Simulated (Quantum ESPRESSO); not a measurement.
# W: phonons and electron-phonon coupling with PBE

The system is W.

```
W
1.0
    -1.58250    1.58250    1.58250
     1.58250   -1.58250    1.58250
     1.58250    1.58250   -1.58250
W
1
Direct
  0.00000 0.00000 0.00000
```

```
Program             : Quantum ESPRESSO 7.5
Task                : phonons and electron-phonon coupling
Functional          : PBE
Potentials or basis : GBRV 1.5 PBE
Cutoff              : 762 eV
Density cutoff      : 6095 eV
k mesh              : 12 × 12 × 12
Occupations         : methfessel-paxton, width 0.272 eV
Spin                : no spin polarisation
Mixing beta         : 0.5
Most SCF iterations : 120
SCF threshold       : 2e-10 Ry
q mesh              : 4 × 4 × 4
```

- Pressure: 5.9 GPa
- Band gap on the k mesh: none (metal or under the smearing width)
- Highest phonon frequency: 228 cm⁻¹
- Zero-point energy: 0.030 eV/atom

Levels at points of the mesh, in eV from the Fermi level:
```tsv
k point	band 5	band 6	band 7	band 8	band 9	band 10
(0.00, 0.00, 0.00)	-9.57	-1.15	-1.15	-1.15	2.33	2.33
(0.00, 0.00, -0.50)	-6.20	-3.49	0.75	2.23	3.21	6.23
(-0.50, -0.50, -0.50)	-5.76	-5.76	5.24	5.24	5.24	8.31
```

Phonon frequencies in cm⁻¹ (negative: imaginary):
```
               q point  frequencies
 (0.000, 0.000, 0.000)        0 0 0
(0.219, -0.219, 0.219)  119 119 186
(0.438, -0.438, 0.438)  181 181 197
(0.273, -0.273, 0.500)  161 193 205
 (0.000, 0.000, 0.458)  127 149 226
 (0.000, 0.000, 0.167)    70 74 118
 (0.050, 0.050, 0.050)     55 55 89
 (0.167, 0.167, 0.167)  160 160 189
 (0.283, 0.150, 0.283)  169 185 185
(0.400, -0.200, 0.400)  183 193 193
 (0.250, 0.250, 0.250)  179 179 179
 (0.056, 0.056, 0.444)  138 153 223
```

Phonon frequencies at the corners of the path (cm⁻¹, interpolated; i marks imaginary ones):
| point | frequencies |
| --- | --- |
| Γ | 0 0 0 |
| H | 186 186 186 |
| N | 127 150 228 |
| P | 179 179 179 |

Phonon states per cell in windows of 10 cm⁻¹ (negative: imaginary):
```
from (cm⁻¹)  total
          0   0.00
         10   0.00
         20   0.00
         30   0.00
         40   0.01
         50   0.01
         60   0.02
         70   0.03
         80   0.04
         90   0.05
        100   0.07
        110   0.10
        120   0.16
        130   0.23
        140   0.27
        150   0.34
        160   0.36
        170   0.28
        180   0.23
        190   0.19
        200   0.29
        210   0.27
        220   0.05
```

Harmonic thermodynamics per atom at this volume (zero-point energy 30.2 meV, Debye temperature from the second moment 310 K):
| T (K) | free energy (meV) | entropy (k_B) | heat capacity Cv (k_B) |
| --- | --- | --- | --- |
| 50 | 30.0 | 0.25 | 0.71 |
| 100 | 27.0 | 1.16 | 1.93 |
| 200 | 9.5 | 2.80 | 2.67 |
| 298.15 | -19.1 | 3.90 | 2.84 |
| 500 | -101.0 | 5.40 | 2.94 |
| 800 | -260.1 | 6.80 | 2.98 |

Electron-phonon coupling by broadening of the double delta (levels on a 36 × 36 × 36 mesh):
```
broadening (eV)     λ  N(E_F) (states/eV a spin and cell)  ω_log (K)  Tc, μ* 0.10 (K)  Tc, μ* 0.13 (K)
           0.07  0.46                               0.207        220              1.9              1.0
           0.14  0.37                               0.232        225              0.6              0.2
           0.20  0.33                               0.235        225              0.2              0.1
           0.27  0.31                               0.234        224              0.1              0.0
           0.34  0.30                               0.234        224              0.1              0.0
           0.41  0.30                               0.235        224              0.1              0.0
           0.48  0.30                               0.237        224              0.1              0.0
           0.54  0.30                               0.239        225              0.1              0.0
           0.61  0.31                               0.242        225              0.1              0.0
           0.68  0.31                               0.245        225              0.2              0.0
```

The same from a weighted sum over the computed q points, without interpolation:
```
broadening (eV)     λ  ω_log (K)  Tc, μ* 0.10 (K)  Tc, μ* 0.13 (K)
           0.07  0.48        212              2.2              1.3
           0.14  0.39        214              0.8              0.3
           0.20  0.34        216              0.3              0.1
           0.27  0.32        216              0.2              0.0
           0.34  0.31        217              0.2              0.0
           0.41  0.31        218              0.1              0.0
           0.48  0.31        219              0.2              0.0
           0.54  0.31        220              0.2              0.0
           0.61  0.32        221              0.2              0.0
           0.68  0.32        222              0.2              0.0
```

Eliashberg function at a broadening of 0.27 eV:
```csv
cm⁻¹,α²F
6,0.000
17,0.000
29,0.000
41,-0.001
52,-0.001
64,-0.001
75,-0.001
87,0.002
98,0.010
110,0.031
122,0.117
133,0.345
145,0.341
156,0.321
168,0.265
179,0.198
191,0.114
203,0.163
214,0.182
226,0.013
```

Coupling and linewidth of each mode at the computed q points (broadening 0.27 eV):
| q | cm⁻¹ | λ of the modes | linewidths (GHz) |
| --- | --- | --- | --- |
| (0.00, 0.00, 0.25) | 101 102 165 | 0.09 0.06 0.08 | 3 2 6 |
| (0.00, 0.00, -0.50) | 127 150 228 | 0.73 0.06 0.08 | 32 4 11 |
| (0.00, 0.25, 0.25) | 152 171 201 | 0.08 0.05 0.05 | 5 4 6 |
| (0.25, 0.25, 0.25) | 179 179 179 | 0.07 0.07 0.07 | 6 6 6 |
| (0.25, 0.25, -0.25) | 130 130 201 | 0.17 0.17 0.13 | 8 8 14 |
| (0.25, -0.50, -0.50) | 158 192 208 | 0.27 0.08 0.04 | 19 8 4 |
| (-0.50, -0.50, -0.50) | 186 186 186 | 0.15 0.18 0.17 | 14 17 16 |

It took 18 min on 4 MPI ranks on AMD EPYC 7R43 64-Core Processor (Zen 3), with other jobs on the host, peak memory 0.48 GiB a rank.

Caveat: λ from interpolated matrix elements is rough: modes that symmetry makes equal can differ by tens of percent. The run has no spin-orbit coupling, so splittings on W are missing.
